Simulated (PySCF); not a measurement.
**A gas-phase reaction: Cl2H2Si + H2Si → Cl2H4Si2**

Wanted: the reaction energy for `Cl[SiH2]Cl` + `[SiH2]` → `[SiH3][SiH](Cl)Cl`.

Computed with PySCF 2.14.0; each step states its level. No surroundings beyond the atoms listed, unless a continuum is named. Atoms count from 0, parts from 1.

### Step 1. Starting point

Each species was relaxed by itself at PBE0-D3(BJ)/def2-SVPD.

### Step 2. Energies of the species: wB97M-D3(BJ)/def2-TZVPD

Job settings and geometry (Å):

```
{"job": {"kind": "react", "xc": "wB97M-D3(BJ)", "basis": "def2-TZVPD"}, "charge": 0, "multiplicity": 1}
-1 Cl2H2Si charge 0 multiplicity 1
Cl     1.450190    -1.047680    -0.842710
Si    -0.158650    -0.100300     0.040060
Cl     0.199900     1.932030     0.122420
H     -0.295660    -0.605990     1.425200
H     -1.353570    -0.329430    -0.804080

-1 H2Si charge 0 multiplicity 1
Si    -0.012560     0.707660     0.019840
H     -1.103300    -0.369300    -0.016600
H      1.088780    -0.359000     0.005290

+1 Cl2H4Si2 charge 0 multiplicity 1
Si    -0.611200    -0.896680    -0.563160
Si     0.470990     0.765220     0.675930
Cl    -0.885620     2.281280     1.095830
Cl     2.020420     1.561230    -0.455720
H     -1.645540    -1.541130     0.298600
H      0.394380    -1.910360    -0.996430
H     -1.250390    -0.258040    -1.748480
H      1.057360     0.339380     1.974060
```

Method: wB97M-D3(BJ)/def2-TZVPD reaction energy of separated species, gas phase.

Run with:

```
$ OMP_NUM_THREADS=1 python cluster_run.py task.json out
```

This one command runs all jobs of the session in turn.

What it wrote:

```text
species 1 (Cl2H2Si)
coarse grid: 23992 points
cycle   1  E = -1211.3220064279  dE =  1.086e-01  |g| = 3.848e-01  |ddm| = 1.637e+00
cycle   2  E = -1211.3422693729  dE = -2.026e-02  |g| = 3.325e-01  |ddm| = 6.030e-01
cycle   3  E = -1211.3684619174  dE = -2.619e-02  |g| = 1.906e-02  |ddm| = 2.649e-01
cycle   4  E = -1211.3685756991  dE = -1.138e-04  |g| = 4.858e-03  |ddm| = 2.742e-02
cycle   5  E = -1211.3685906262  dE = -1.493e-05  |g| = 1.247e-03  |ddm| = 1.217e-02
cycle   6  E = -1211.3685913177  dE = -6.915e-07  |g| = 3.571e-04  |ddm| = 1.757e-03
final grid: 46168 points
cycle   7  E = -1211.3684807876  dE = -9.706e-08  |g| = 1.942e-04  |ddm| = 1.159e-03
cycle   8  E = -1211.3684808004  dE = -1.271e-08  |g| = 1.161e-04  |ddm| = 2.700e-04
cycle   9  E = -1211.3684808042  dE = -3.827e-09  |g| = 2.617e-05  |ddm| = 9.166e-05
cycle  10  E = -1211.3684808048  dE = -6.337e-10  |g| = 1.147e-05  |ddm| = 6.662e-05
converged SCF energy = -1211.3684808048

species 2 (H2Si)
coarse grid: 11360 points
cycle   1  E = -290.6497031597  dE = -2.790e-01  |g| = 1.446e-01  |ddm| = 9.912e-01
cycle   2  E = -290.6557919899  dE = -6.089e-03  |g| = 6.003e-02  |ddm| = 2.086e-01
cycle   3  E = -290.6563145531  dE = -5.226e-04  |g| = 8.629e-03  |ddm| = 6.651e-02
cycle   4  E = -290.6563491340  dE = -3.458e-05  |g| = 2.008e-03  |ddm| = 1.938e-02
cycle   5  E = -290.6563530854  dE = -3.951e-06  |g| = 4.087e-04  |ddm| = 6.731e-03
final grid: 22672 points
cycle   6  E = -290.6563609760  dE = -2.265e-07  |g| = 1.936e-04  |ddm| = 1.533e-03
cycle   7  E = -290.6563610122  dE = -3.618e-08  |g| = 8.037e-05  |ddm| = 6.071e-04
cycle   8  E = -290.6563610181  dE = -5.924e-09  |g| = 3.429e-05  |ddm| = 2.381e-04
cycle   9  E = -290.6563610196  dE = -1.525e-09  |g| = 2.054e-06  |ddm| = 1.944e-04
cycle  10  E = -290.6563610196  dE = -3.126e-12  |g| = 5.900e-07  |ddm| = 8.799e-06
converged SCF energy = -290.6563610196

species 3 (Cl2H4Si2)
coarse grid: 35344 points
cycle   1  E = -1502.0526488542  dE =  7.250e-02  |g| = 4.099e-01  |ddm| = 2.080e+00
cycle   2  E = -1502.0754018786  dE = -2.275e-02  |g| = 3.619e-01  |ddm| = 6.726e-01
cycle   3  E = -1502.1074311519  dE = -3.203e-02  |g| = 2.464e-02  |ddm| = 3.102e-01
cycle   4  E = -1502.1076782051  dE = -2.471e-04  |g| = 7.696e-03  |ddm| = 4.259e-02
cycle   5  E = -1502.1077105080  dE = -3.230e-05  |g| = 2.643e-03  |ddm| = 1.813e-02
cycle   6  E = -1502.1077129177  dE = -2.410e-06  |g| = 5.147e-04  |ddm| = 3.061e-03
final grid: 68832 points
cycle   7  E = -1502.1076722415  dE = -2.578e-07  |g| = 2.403e-04  |ddm| = 2.976e-03
cycle   8  E = -1502.1076722745  dE = -3.300e-08  |g| = 1.231e-04  |ddm| = 5.392e-04
cycle   9  E = -1502.1076722805  dE = -6.004e-09  |g| = 4.268e-05  |ddm| = 1.612e-04
cycle  10  E = -1502.1076722824  dE = -1.860e-09  |g| = 1.201e-05  |ddm| = 1.312e-04
cycle  11  E = -1502.1076722824  dE = -5.343e-11  |g| = 3.077e-06  |ddm| = 1.538e-05
converged SCF energy = -1502.1076722824

Reaction energy = -53.858 kcal/mol
```

It took 18 s on 1 thread of Arm Neoverse V2, shared host; peak memory 0.78 GiB.

Species by species (with the dispersion term, which the log's SCF energies lack):

```csv
ν,species,energy (Eh),HOMO (eV)
-1,Cl[SiH2]Cl,-1211.37371,-11.47
-1,[SiH2],-290.65772,-9.06
+1,[SiH3][SiH](Cl)Cl,-1502.11725,-10.47
```

### Step 3. Reaction energy: PBE0-D3(BJ)/def2-TZVPD

The job, as its differences from that of step 2:

```diff
@@ -1,2 +1,2 @@
-{"job": {"kind": "react", "xc": "wB97M-D3(BJ)", "basis": "def2-TZVPD"}, "charge": 0, "multiplicity": 1}
+{"job": {"kind": "react", "xc": "PBE0", "basis": "def2-TZVPD", "disp": "d3bj"}, "charge": 0, "multiplicity": 1}
 -1 Cl2H2Si charge 0 multiplicity 1
```

With the program's defaults for keys left out, this is: PBE0-D3(BJ)/def2-TZVPD reaction energy of separated species, gas phase.

What it wrote:

```text
species 1 (Cl2H2Si)
coarse grid: 6112 points
cycle   1  E = -1210.7781076493  dE =  1.086e-01  |g| = 3.105e-01  |ddm| = 1.662e+00
cycle   2  E = -1210.7663133828  dE =  1.179e-02  |g| = 3.816e-01  |ddm| = 5.910e-01
cycle   3  E = -1210.8032971480  dE = -3.698e-02  |g| = 3.547e-02  |ddm| = 3.192e-01
cycle   4  E = -1210.8035232453  dE = -2.261e-04  |g| = 1.178e-02  |ddm| = 2.608e-02
cycle   5  E = -1210.8035559839  dE = -3.274e-05  |g| = 2.138e-03  |ddm| = 9.994e-03
cycle   6  E = -1210.8035569442  dE = -9.603e-07  |g| = 5.732e-04  |ddm| = 2.062e-03
final grid: 46168 points
cycle   7  E = -1210.8046462113  dE = -1.289e-05  |g| = 3.534e-03  |ddm| = 1.788e-02
cycle   8  E = -1210.8046462052  dE =  6.044e-09  |g| = 2.917e-03  |ddm| = 4.586e-03
cycle   9  E = -1210.8046476908  dE = -1.486e-06  |g| = 4.582e-04  |ddm| = 2.589e-03
cycle  10  E = -1210.8046477515  dE = -6.077e-08  |g| = 8.708e-05  |ddm| = 3.854e-04
cycle  11  E = -1210.8046477534  dE = -1.887e-09  |g| = 1.561e-05  |ddm| = 7.516e-05
cycle  12  E = -1210.8046477535  dE = -6.639e-11  |g| = 4.473e-06  |ddm| = 1.319e-05
converged SCF energy = -1210.8046477535

species 2 (H2Si)
coarse grid: 2864 points
cycle   1  E = -290.4819133706  dE = -1.972e-01  |g| = 1.356e-01  |ddm| = 1.034e+00
cycle   2  E = -290.4851164228  dE = -3.203e-03  |g| = 7.525e-02  |ddm| = 2.311e-01
cycle   3  E = -290.4864155911  dE = -1.299e-03  |g| = 7.869e-03  |ddm| = 7.662e-02
cycle   4  E = -290.4864306592  dE = -1.507e-05  |g| = 5.302e-04  |ddm| = 8.314e-03
cycle   5  E = -290.4864307539  dE = -9.469e-08  |g| = 8.611e-05  |ddm| = 9.617e-04
final grid: 22672 points
cycle   6  E = -290.4862869731  dE = -2.072e-06  |g| = 5.900e-04  |ddm| = 3.958e-03
cycle   7  E = -290.4862870122  dE = -3.906e-08  |g| = 3.626e-04  |ddm| = 9.229e-04
cycle   8  E = -290.4862870302  dE = -1.804e-08  |g| = 1.143e-05  |ddm| = 3.008e-04
cycle   9  E = -290.4862870303  dE = -6.656e-11  |g| = 6.474e-06  |ddm| = 2.925e-05
converged SCF energy = -290.4862870303

species 3 (Cl2H4Si2)
coarse grid: 8976 points
cycle   1  E = -1501.3567794515  dE =  6.093e-02  |g| = 3.279e-01  |ddm| = 2.081e+00
cycle   2  E = -1501.3405112351  dE =  1.627e-02  |g| = 4.132e-01  |ddm| = 6.501e-01
cycle   3  E = -1501.3847678682  dE = -4.426e-02  |g| = 4.234e-02  |ddm| = 3.626e-01
cycle   4  E = -1501.3851237959  dE = -3.559e-04  |g| = 1.481e-02  |ddm| = 3.465e-02
cycle   5  E = -1501.3851781979  dE = -5.440e-05  |g| = 2.924e-03  |ddm| = 1.411e-02
cycle   6  E = -1501.3851801025  dE = -1.905e-06  |g| = 8.196e-04  |ddm| = 3.118e-03
final grid: 68832 points
cycle   7  E = -1501.3858212494  dE = -1.655e-05  |g| = 3.697e-03  |ddm| = 2.642e-02
cycle   8  E = -1501.3858210999  dE =  1.495e-07  |g| = 3.164e-03  |ddm| = 5.182e-03
cycle   9  E = -1501.3858229671  dE = -1.867e-06  |g| = 5.073e-04  |ddm| = 2.913e-03
cycle  10  E = -1501.3858230429  dE = -7.576e-08  |g| = 1.094e-04  |ddm| = 4.694e-04
cycle  11  E = -1501.3858230461  dE = -3.199e-09  |g| = 2.159e-05  |ddm| = 1.055e-04
cycle  12  E = -1501.3858230462  dE = -1.423e-10  |g| = 6.011e-06  |ddm| = 2.142e-05
converged SCF energy = -1501.3858230462

Reaction energy = -61.595 kcal/mol
```

Run time: 9.2 s. Hardware: 1 thread of Arm Neoverse V2, shared host; peak memory 0.68 GiB.

Reaction energy at this level: -61.60 kcal/mol.

### Step 4. Comparing the runs

Energies in kcal/mol, with wall time:

| run | reaction | time |
| --- | --- | --- |
| wB97M-D3(BJ)/def2-TZVPD | -53.86 | 18 s |
| PBE0-D3(BJ)/def2-TZVPD | -61.60 | 9.2 s |

### Step 5. What came out

```
                                                quantity                      value
               reaction energy (wB97M-D3(BJ)/def2-TZVPD)            -53.86 kcal/mol
                     ΔH, ΔG at 298 K (xTB thermal terms)      -51.6, -42.1 kcal/mol
range of the reaction energy over the runs of this table  -61.60 to -53.86 kcal/mol
```

In words: The reaction is exothermic by 51.6 kcal/mol in the gas phase; dispersion gives -1.88, and xTB itself gave -42.52 for the electronic energy (xTB energies and thermal terms come from the earlier relaxation of each species, not shown). No barrier was sought. xTB and this level differ widely in the electronic energy, so what comes from xTB (the thermal terms above all) is less safe here. The reaction energy runs from -61.60 (PBE0-D3(BJ)/def2-TZVPD) to -53.86 kcal/mol (wB97M-D3(BJ)/def2-TZVPD).
